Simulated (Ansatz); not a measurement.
Run this with Ansatz's Python interface and show what comes out.

The script, `x2c_brsi.py`:
```python
# -*- coding: utf-8 -*-
"""Scalar relativity in BrSi(+)."""

import ansatz as az
from ase import Atoms
import numpy as np


def main():
    atoms = Atoms(["Si", "Br"], positions=[
        (0.0, 0.0, 0.0),
        (0.0, 0.0, 2.33),
    ])
    molecule = az.Crystal.molecule_from_ase(atoms)

    calc = molecule.calculation()
    calc = calc.functional("b3lyp")
    calc = calc.charge(1)
    calc = calc.accuracy("high")
    calc = calc.forces()
    # a set contracted for a scalar-relativistic Hamiltonian goes with the relativistic run
    sets = {"none": "cc-pVTZ", "scalar": "cc-pVTZ-DK"}
    found = {kind: calc.basis(gaussian=basis).pseudopotentials(relativity=kind).run(threads=1, backend="cpu").report for kind, basis in sets.items()}
    for kind, each in found.items():
        dipole = 4.803205 * np.linalg.norm(each["charge_distribution"]["dipole_moment_e_ang"])
        print(f"{kind:7s} E = {each['free_energy_ev']:.4f} eV  dipole {dipole:.3f} D  largest force component {np.abs(each['forces_ev_ang']).max():.4f} eV/A")
    print(f"relativity lowers the total energy by {found['none']['free_energy_ev'] - found['scalar']['free_energy_ev']:.3f} eV")


if __name__ == "__main__":
    main()
```

```console
$ python x2c_brsi.py
none    E = -77918.2313 eV  dipole 5.976 D  largest force component 2.6638 eV/A
scalar  E = -78807.9811 eV  dipole 5.974 D  largest force component 2.6890 eV/A
relativity lowers the total energy by 889.750 eV
```

What to keep in mind:
- The settings weren't tested for convergence.
- The geometry is a force-field or estimated start, not a minimum of this method. The basis set changes with the Hamiltonian (a set recontracted for scalar relativity), and most of the change in the total lies in the cores.
- An ion's dipole depends on the origin; the program takes it about the centre of nuclear charge.
- b3lyp holds the VWN-RPA fit, as in Gaussian; the form of ORCA and Turbomole is b3lyp5.
- The spin state was assumed, and another may lie lower.
- It ran for 13 s on 1 thread of Arm Neoverse V2 (shared host), peak memory 0.25 GiB.
